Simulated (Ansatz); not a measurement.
# One shape, several levels: SiN2H4ClF (SMILES N[Si](N)(F)Cl)

We compute a comparison of 4 runs (HF/3-21G, HSE06/6-31G*, r2SCAN0/6-31G*, RPA@PBE/6-31G*) of SiN2H4ClF. 

The results are computed with Ansatz 0.2.0.

117 further runs of the same task are left out: 117 set aside as unsound or not needed.

### 1 The molecule

The species is SiN2H4ClF (9 atoms), meant as a singlet with charge 0. SMILES: `N[Si](N)(F)Cl`. One bond was lengthened or shortened from a relaxed shape.

Bond lengths: N1–Si2 1.688 Å, Si2–N3 1.684 Å, Si2–F4 1.593 Å, Si2–Cl5 2.053 Å, N1–H6 1.006 Å, N1–H7 1.007 Å, N3–H8 1.157 Å, N3–H9 1.005 Å. Some angles: N1–Si2–N3 109.6°, N1–Si2–F4 104.5°, N1–Si2–Cl5 117.1°, N3–Si2–F4 116.4°, N3–Si2–Cl5 105.5°, F4–Si2–Cl5 104.2°, Si2–N1–H6 120.4°, Si2–N1–H7 120.4°, Si2–N3–H8 121.2°, Si2–N3–H9 121.8°.

### 2 The energy at HF/3-21G (run 1)

job.yaml reads:

```yaml
basis:
  gaussian:
    orbitals: 3-21G.json
crystal:
  periodic: [false, false, false]
  atoms:
    - {symbol: N, position_ang: [-0.998110, 0.616045, -0.833742]}
    - {symbol: Si, position_ang: [0.518990, 0.095545, -0.307442]}
    - {symbol: N, position_ang: [0.383490, -0.574455, 1.231558]}
    - {symbol: F, position_ang: [1.026990, -0.878855, -1.460542]}
    - {symbol: Cl, position_ang: [1.995590, 1.514545, -0.158342]}
    - {symbol: H, position_ang: [-1.550510, 1.235145, -0.264442]}
    - {symbol: H, position_ang: [-1.182110, 0.737945, -1.815842]}
    - {symbol: H, position_ang: [-0.423900, -1.367700, 1.471900]}
    - {symbol: H, position_ang: [1.160290, -0.596955, 1.869158]}
hamiltonian:
  xc: hf
accuracy: high
output: {orbitals: {seedname: orbitals}}
```

The basis set 3-21G is read from a file made from the Basis Set Exchange's data (not shown).

Run with:

```console
$ ansatz run job.yaml --threads 1 --pin off --max-ram 2610MiB --events-out events.jsonl --progress --plain --runs-dir runs
```

Log:

```text
Warning: RAYON_NUM_THREADS=1 ignored (pool sized by the plan → 1); use --threads N
Functional definition: HF
  name "HF"
  exchange = exact_x
  correlation = 0
1431 factors; integrals over basis functions are off by at most 8.7e-9 eV
mean field evaluation 1: about -25967.2910 eV, gradient 3.8e1 eV
mean field evaluation 2: about -25967.5647 eV, gradient 3.9e1 eV
mean field evaluation 4: about -25970.3919 eV, gradient 1.9e0 eV
mean field evaluation 8: about -25970.4191 eV, gradient 1.3e-1 eV
mean field evaluation 16: about -25970.4192 eV, gradient 4.4e-8 eV
mean field -25970.41921421 eV, -954.3953027399 hartree, gradient 4.4e-8 eV, S^2 0.000000; 0 other end points of the search recorded, 0 dependent functions left out
reference -25970.41921421 eV, -954.3953027399 hartree; 29, 29 occupied and 32, 32 virtual orbitals, 1431 factors
Total energy: -25970.41921421 eV, -954.3953027399 hartree
```

Wall time 1.1 s (1 thread of Arm Neoverse V2, shared host); peak memory 0.15 GiB.

### 3 The energy at HSE06/6-31G(d) (spherical functions) (run 2)

job.yaml reads:

```yaml
crystal:
  periodic: [false, false, false]
  atoms:
    - {symbol: "N", position_ang: [-0.998110, 0.616045, -0.833742]}
    - {symbol: Si, position_ang: [0.518990, 0.095545, -0.307442]}
    - {symbol: "N", position_ang: [0.383490, -0.574455, 1.231558]}
    - {symbol: F, position_ang: [1.026990, -0.878855, -1.460542]}
    - {symbol: Cl, position_ang: [1.995590, 1.514545, -0.158342]}
    - {symbol: H, position_ang: [-1.550510, 1.235145, -0.264442]}
    - {symbol: H, position_ang: [-1.182110, 0.737945, -1.815842]}
    - {symbol: H, position_ang: [-0.423900, -1.367700, 1.471900]}
    - {symbol: H, position_ang: [1.160290, -0.596955, 1.869158]}
basis:
  gaussian: {orbitals: 6-31G_st_-spherical.json}
total_charge: 0
hamiltonian: {xc: {name: HSE06}}
accuracy: high
output: {orbitals: {seedname: orbitals}}
```

The basis set 6-31G* is read from a file made from the Basis Set Exchange's data (not shown).

Run with:

```console
$ ansatz run job.yaml --threads 1 --pin off --max-ram 2610MiB --events-out events.jsonl --progress --plain --runs-dir runs
```

Log:

```text
Warning: RAYON_NUM_THREADS=1 ignored (pool sized by the plan → 1); use --threads N
Functional definition: HSE06
  name "HSE06"
  parameter a = 0.25
  parameter omega = 0.11/bohr
  exchange = pbe_x - a*pbe_x_sr(omega) + a*exact_x_sr(omega)
  correlation = pbe_c
1947 factors; integrals over basis functions are off by at most 8.1e-9 eV
106 factors; integrals over basis functions are off by at most 1.3e-9 eV
mean field evaluation 1: about -26141.7111 eV, gradient 7.1e1 eV
mean field evaluation 2: about -26131.9648 eV, gradient 9.5e1 eV
mean field evaluation 4: about -26151.3193 eV, gradient 3.4e0 eV
mean field evaluation 8: about -26151.5861 eV, gradient 4.3e-1 eV
mean field evaluation 16: about -26151.5866 eV, gradient 9.5e-5 eV
mean field -26151.58655861 eV, -961.0530798469 hartree, gradient 6.0e-8 eV, S^2 0.000000; 0 other end points of the search recorded, 0 dependent functions left out
reference -26151.58656191 eV, -961.0530799681 hartree; 29, 29 occupied and 57, 57 virtual orbitals, 1947 factors
Total energy: -26151.58656191 eV, -961.0530799681 hartree
```

It took 11 s on 1 thread of Arm Neoverse V2, shared host; peak memory 0.32 GiB.

Run 3 isn't shown in full; the table further down has it.

### 4 The energy at RPA@PBE/6-31G(d) (spherical functions) (run 4)

run.yaml reads:

```yaml
crystal:
  periodic: [false, false, false]
  atoms:
    - symbol: N
      position_ang: [-0.998110, 0.616045, -0.833742]
    - symbol: Si
      position_ang: [0.518990, 0.095545, -0.307442]
    - symbol: N
      position_ang: [0.383490, -0.574455, 1.231558]
    - symbol: F
      position_ang: [1.026990, -0.878855, -1.460542]
    - symbol: Cl
      position_ang: [1.995590, 1.514545, -0.158342]
    - symbol: H
      position_ang: [-1.550510, 1.235145, -0.264442]
    - symbol: H
      position_ang: [-1.182110, 0.737945, -1.815842]
    - symbol: H
      position_ang: [-0.423900, -1.367700, 1.471900]
    - symbol: H
      position_ang: [1.160290, -0.596955, 1.869158]
basis:
  gaussian:
    orbitals: 6-31G_st_-spherical.json
hamiltonian:
  xc: pbe
correlation:
  method: rpa
  frozen_orbitals: {Cl: 5, F: 1, H: 0, "N": 1, Si: 5}
accuracy: high
```

The basis set 6-31G* is read from a file made from the Basis Set Exchange's data (not shown).

Run with:

```console
$ ansatz run run.yaml --threads 1 --pin off --max-ram 2610MiB --events-out events.jsonl --progress --plain --runs-dir runs
```

Log:

```text
Warning: RAYON_NUM_THREADS=1 ignored (pool sized by the plan → 1); use --threads N
Functional definition: PBE
  name "PBE"
  parameter kappa = 0.804
  parameter beta = 0.06672455060314922
  exchange = pbe_x(kappa = kappa, mu = beta*pi^2/3)
  correlation = pbe_c(beta = beta)
1947 factors; integrals over basis functions are off by at most 8.1e-9 eV
mean field evaluation 1: about -26135.9623 eV, gradient 8.5e1 eV
mean field evaluation 2: about -26135.9498 eV, gradient 8.5e1 eV
mean field evaluation 4: about -26149.2624 eV, gradient 1.7e1 eV
mean field evaluation 8: about -26150.0194 eV, gradient 4.9e-1 eV
mean field evaluation 16: about -26150.0189 eV, gradient 8.0e-5 eV
mean field -26150.01892039 eV, -960.9954702050 hartree, gradient 2.3e-8 eV, S^2 0.000000; 0 other end points of the search recorded, 0 dependent functions left out
13 core orbitals not correlated: weight in the atoms' cores, before any rotation towards them, 1.000 or more for the frozen orbitals, at most 0.000 for the correlated occupied ones
reference -26100.99199208 eV, -959.1937638212 hartree; 16, 16 occupied and 57, 57 virtual orbitals, 1947 factors
Total energy: -26130.38275784 eV, -960.2738545410 hartree
```

Run time: 14 s. Hardware: 1 thread of Arm Neoverse V2, shared host; peak memory 0.29 GiB.

### 5 The series

| run | level | frozen core orbitals | energy (Eh) | HOMO energy (eV) | LUMO energy (eV) | HOMO–LUMO gap (eV) | wall time |
| --- | --- | --- | --- | --- | --- | --- | --- |
| 1 | HF/3-21G | – | -954.395303 | -11.62 | 5.20 | 16.81 | 1.1 s |
| 2 | HSE06/6-31G* (spherical functions) | – | -961.053080 | -7.39 | 0.75 | 8.13 | 11 s |
| 3 | r2SCAN0/6-31G* (spherical functions) | – | -961.383981 | -8.06 | 1.46 | 9.52 | 23 s |
| 4 | RPA@PBE/6-31G* (spherical functions) | 13 | -960.273855 | – | – | – | 14 s |

### 6 Summary of results

| quantity | value |
| --- | --- |
| run 4: total energy | -960.27385 Eh |
| run 4: RPA correlation energy (valence) | -1080.1 mEh |

**Reading.** Over runs 1, 2, 3 the HOMO–LUMO gap runs from 8.13 eV (HSE06/6-31G*) to 16.81 eV (HF/3-21G). The two ends differ in method and basis. Totals of different functionals can't be ranked against each other. All runs together took 50 s, the longest 23 s.
